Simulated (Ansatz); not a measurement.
**GaB in Ansatz: the effect of functional**

GaB:

```xyz
2
Lattice="2.7182 0.0000 0.0000 0.0000 2.7182 0.0000 0.0000 0.0000 3.2362" Properties=species:S:1:pos:R:3 pbc="T T T"
Ga    1.3591    1.3591    1.6181
B     0.0000    0.0000    0.0000
```

The cell was built by a generator and needn't be a form met in nature.

Alike in all runs:

* Program: Ansatz 0.2.0
* Potentials or basis: Ansatz PAW
* k mesh: 6 × 6 × 5
* Occupations: fermi-dirac, width 0.05 eV
* Spin: no spin polarisation

| functional | cutoff | pressure (GPa) |
| --- | --- | --- |
| LDA | 420 eV (not typed: the program's choice for these potentials) | -6.7 |
| PBE | 420 eV (not typed: the program's choice for these potentials) | 0.1 |
| PBEsol | 420 eV (not typed: the program's choice for these potentials) | -4.0 |
| RPBE | 420 eV (not typed: the program's choice for these potentials) | 2.6 |
| revPBE | 420 eV (not typed: the program's choice for these potentials) | 1.9 |
| BLYP | 420 eV (not typed: the program's choice for these potentials) | 8.5 |
| r2SCAN | 500 eV (not typed: the program's choice for these potentials) | -2.9 |
| HSE06 | 420 eV (not typed: the program's choice for these potentials) | ? |
| PBE0 | 420 eV (not typed: the program's choice for these potentials) | -2.6 |
| r2SCAN0 | 500 eV (not typed: the program's choice for these potentials) | -4.3 |

Problem. What does the run with functional HSE06 give?

Solution. Pressure -2.0 GPa.

Caveats: all runs use coarse meshes; the PAW data sets come from PBE, with cores solved anew for the run's functional, which leaves a small shift of forces and pressure (some runs); the thresholds are loose for stress (some runs).
